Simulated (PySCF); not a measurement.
**[Er(PH3)]3+: other functionals and bases at one geometry**

Aim: see how levels, charges and forces of [Er(PH3)]3+ depend on the level of theory. The species was built from a template and needn't be a known compound.

Method: several levels, as the steps say, no spin–orbit coupling; program: PySCF 2.14.0.

1 further run of the same task is left out (for a known fault of the program).

## Step 1: The starting structure

5 atoms, charge 3, spin multiplicity 1.

Bond lengths: Er1–P2 2.872 Å, P2–H3 1.428 Å, P2–H4 1.428 Å, P2–H5 1.428 Å. Angles: Er1–P2–H3 111.0°, Er1–P2–H4 111.0°, Er1–P2–H5 111.0°, H3–P2–H4 107.9°, H3–P2–H5 107.9°, H4–P2–H5 107.9°.

As a file:

```
Er    0.00000    0.00000   -0.36730
P     0.00000    0.00000    2.50510
H     1.33324   -0.00001    3.01727
H    -0.66662    1.15462    3.01727
H    -0.66663   -1.15462    3.01727
```

Formal oxidation states: Er +3. Each metal's 11 4f electrons lie in its core potential, so multiplicities, spins and levels count the valence alone. An earlier session relaxed this geometry at PBE0, Er lcecp-1-SVP with ECP57, P def2-SVP, H def2-SVP (singlet, point group C3v).

At PBE0 on the finer grid: E = -379.790660 Eh, HOMO -24.53 eV, LUMO -19.68 eV, Mulliken charge on Er1 +2.27 e, largest force component 0.018 eV/Å. 

Levels to run: M06-L; B3LYP; PBE0, TZVP. Hardware: 2 threads of Arm Neoverse V1, shared host.

## Step 2: M06-L

The input, run.py (the lines that set the calculation):

```python
mol = gto.M(atom='''
Er     0.00000     0.00000    -0.36730
P      0.00000     0.00000     2.50510
H      1.33324    -0.00001     3.01727
H     -0.66662     1.15462     3.01727
H     -0.66663    -1.15462     3.01727''',
    basis={'Er': 'lcecp-1-SVP', 'P': 'def2-SVP', 'H': 'def2-SVP'},
    ecp={'Er': 'lcecp-1-SVP'},
    charge=3, spin=0)
mf = dft.RKS(mol, xc='M06L')
mf.grids.atom_grid = (75, 302)  # f atoms: unpruned, at least (60, 302)
mf = mf.density_fit()  # fitting sets: Er AutoAux, P def2-universal-JKFIT, H def2-universal-JKFIT
mf.conv_tol = 1e-08; mf.max_cycle = 55
mf.kernel(dm0)  # dm0: the density of the relaxed state
```

Started as:

```console
$ OMP_NUM_THREADS=2 python run.py
```

## Step 3: B3LYP

run.py (the lines that set the calculation), as its differences from that of step 2:

```diff
@@ -9,3 +9,3 @@
     charge=3, spin=0)
-mf = dft.RKS(mol, xc='M06L')
+mf = dft.RKS(mol, xc='B3LYP')
 mf.grids.atom_grid = (75, 302)  # f atoms: unpruned, at least (60, 302)
```

## Step 4: PBE0, TZVP

Basis: Er lcecp-1-TZVP with ECP57, P def2-TZVP, H def2-TZVP. 

The input, run.py (the lines that set the calculation):

```python
mol = gto.M(atom='''
Er     0.00000     0.00000    -0.36730
P      0.00000     0.00000     2.50510
H      1.33324    -0.00001     3.01727
H     -0.66662     1.15462     3.01727
H     -0.66663    -1.15462     3.01727''',
    basis={'Er': 'lcecp-1-TZVP', 'P': 'def2-TZVP', 'H': 'def2-TZVP'},
    ecp={'Er': 'lcecp-1-TZVP'},
    charge=3, spin=0)
mf = dft.RKS(mol, xc='PBE0')
mf.grids.atom_grid = (75, 302)  # f atoms: unpruned, at least (60, 302)
mf = mf.density_fit()  # fitting sets: Er AutoAux, P def2-universal-JKFIT, H def2-universal-JKFIT
mf.conv_tol = 1e-08; mf.max_cycle = 55
mf.kernel(dm0)  # dm0: free metal ions and neutral atoms
```

**Question.** What will these runs give? Wanted: for each run, HOMO; gap; charge on Er1; dipole; largest force.

**Answer**, as computed:

| level | state | HOMO (eV) | gap (eV) | charge on Er1 (e) | dipole (D) | largest force (eV/Å) | basis functions | time |
| --- | --- | --- | --- | --- | --- | --- | --- | --- |
| PBE0 (relaxed here) | singlet | -24.53 | 4.85 | 2.27 | 3.38 | 0.02 | 66 | 9.2 s |
| M06-L | singlet | -23.63 | 3.47 | 2.34 | 3.07 | 0.10 | 66 | 6.1 s |
| B3LYP | singlet | -24.34 | 4.24 | 2.23 | 3.51 | 0.17 | 66 | 3.4 s |
| PBE0, TZVP | singlet | -24.42 | 4.79 | 2.32 | 3.52 | 0.17 | 102 | 12 s |

Times are on 2 threads of Arm Neoverse V1, shared host; the first row also made further properties. The dipole of a charged species depends on the origin, so these sizes hold for this origin alone.

In one basis the HOMO–LUMO gap runs from 3.47 eV (M06-L) to 4.85 eV (PBE0). The largest leftover force, 0.17 eV/Å with PBE0, TZVP, stands at a geometry relaxed at another level. The Mulliken charge on Er spans +2.23 to +2.34 e over the levels. With 4f in the core, its levels are missing from HOMO and gap. Total energies of different levels can't be compared. Spin–orbit coupling is left out throughout.
